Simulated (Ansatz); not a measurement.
Ba2Tl5V3O12:

```
Ba V Tl O
1.0
     4.23698    2.44622    6.12840
    -4.23698    2.44622    6.12840
     0.00000   -4.89244    6.12840
Ba V Tl O
2 3 5 12
Direct
  0.50000 0.50000 0.50000
  0.00000 0.00000 0.00000
  0.50000 0.50000 0.00000
  0.00000 0.50000 0.50000
  0.50000 0.00000 0.50000
  0.00000 0.00000 0.50000
  0.50000 0.00000 0.00000
  0.00000 0.50000 0.00000
  0.74045 0.74045 0.74045
  0.25955 0.25955 0.25955
  0.71652 0.08089 0.41242
  0.41242 0.71652 0.08089
  0.08089 0.41242 0.71652
  0.58757 0.91911 0.28348
  0.91911 0.28348 0.58757
  0.28348 0.58757 0.91911
  0.28348 0.91911 0.58757
  0.58757 0.28348 0.91911
  0.91911 0.58757 0.28348
  0.41242 0.08089 0.71652
  0.08089 0.71652 0.41242
  0.71652 0.41242 0.08089
```

The cell was built by a generator and needn't be a form met in nature.

Base run:

| Quantity | Value |
| --- | --- |
| Program | Ansatz 0.2.0 |
| Functional | PBE |
| Potentials or basis | Ansatz PAW |
| Cutoff | 420 eV (not typed: the program's choice for these potentials) |
| k mesh | 4 × 4 × 4 |
| Occupations | fermi-dirac, width 0.05 eV |
| Spin | collinear spin, ferromagnetic start |
| Starting moments | [0.0, 0.0, 2.0, 2.0, 2.0, 0.0, 0.0, 0.0, 0.0, 0.0, 0.0, 0.0, 0.0, 0.0, 0.0, 0.0, 0.0, 0.0, 0.0, 0.0, 0.0, 0.0] μB |

Its results: band gap on the k mesh none (metal or under the smearing width); pressure 0.0 GPa; net moment 1.10 μB per cell; site moments Ba +0.00, -0.00; V +0.23; Tl -0.00, +0.02; O -0.01 μB; largest force 0.017 eV/Å.

Problem. The run is repeated on the same cell with these changes: functional from PBE to RPBE. What comes out?

Solution. Band gap on the k mesh none (metal or under the smearing width); pressure 3.1 GPa; net moment 1.13 μB per cell; site moments Ba +0.00, -0.00; V +0.25; Tl -0.00, +0.02; O -0.02 μB; largest force 0.118 eV/Å.

RPBE binds less tightly than PBE, so the same cell stands under more pressure.

Caveats: semilocal functionals often make such compounds metallic where correlation or magnetic order opens a gap, which also shifts bond lengths; spin-orbit coupling is left out, which moves the levels of the heavy elements (some runs); the PAW data sets come from PBE, with cores solved anew for the run's functional, which leaves a small shift of forces and pressure (some runs).
